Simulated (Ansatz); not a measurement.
The system is Co2Pd.

```
CELL_PARAMETERS angstrom
2.63793 0.00000 0.00000
-1.31897 2.28451 0.00000
0.00000 0.00000 6.31934
ATOMIC_POSITIONS crystal
Pd 0.00000 0.00000 0.00000
Co 0.66667 0.33333 0.34978
Co 0.33333 0.66667 0.65022
```

The cell comes from a database or a generator and needn't be the stable form of this composition.

| Item | Value |
| --- | --- |
| Program | Ansatz 0.2.0 |
| Task | relaxation of cell and atoms |
| Functional | PBEsol |
| Dispersion | D4 |
| Potentials or basis | Ansatz PAW |
| Cutoff | 420 eV (not typed: the program's choice for these potentials) |
| k mesh | 12 × 12 × 4 |
| Occupations | fermi-dirac, width 0.05 eV |
| Spin | collinear spin, ferromagnetic start |
| Starting moments | [0.0, 2.0, 2.0] μB |

At the start: volume 12.69 Å³/atom.

**Question.** Where does the relaxation end?

**Answer.** It ends after 6 steps and the volume is 11.85 Å³/atom (-6.6 %); space group P-3m1 (No. 164, to 0.05 Å); moment 3.67 μB per cell.

Step by step:
| step | energy change (eV) | largest force (eV/Å) | volume (Å³) |
| --- | --- | --- | --- |
| 1 | 0.0000 | 0.0456 | 38.08 |
| 2 | -0.1111 | 0.2598 | 35.57 |
| 3 | -0.1141 | 0.0822 | 35.59 |
| 4 | -0.1145 | 0.0007 | 35.56 |
| 5 | -0.1145 | 0.0002 | 35.56 |
| 6 | -0.1127 | 0.0003 | 35.56 |

Final structure:
```
CELL_PARAMETERS angstrom
2.57578 0.00000 0.00000
-1.28789 2.23069 0.00000
0.00000 0.00000 6.18838
ATOMIC_POSITIONS crystal
Pd 0.00000 0.00000 0.00000
Co 0.66667 0.33333 0.34925
Co 0.33333 0.66667 0.65075
```

Caveat: the plane-wave basis is chosen anew once the cell has moved, so the energies of steps on either side of that aren't comparable; pairwise dispersion overbinds metals, which lowers pressure and volume; the PAW data sets come from PBE, with cores solved anew for the run's functional, which leaves a small shift of forces and pressure.
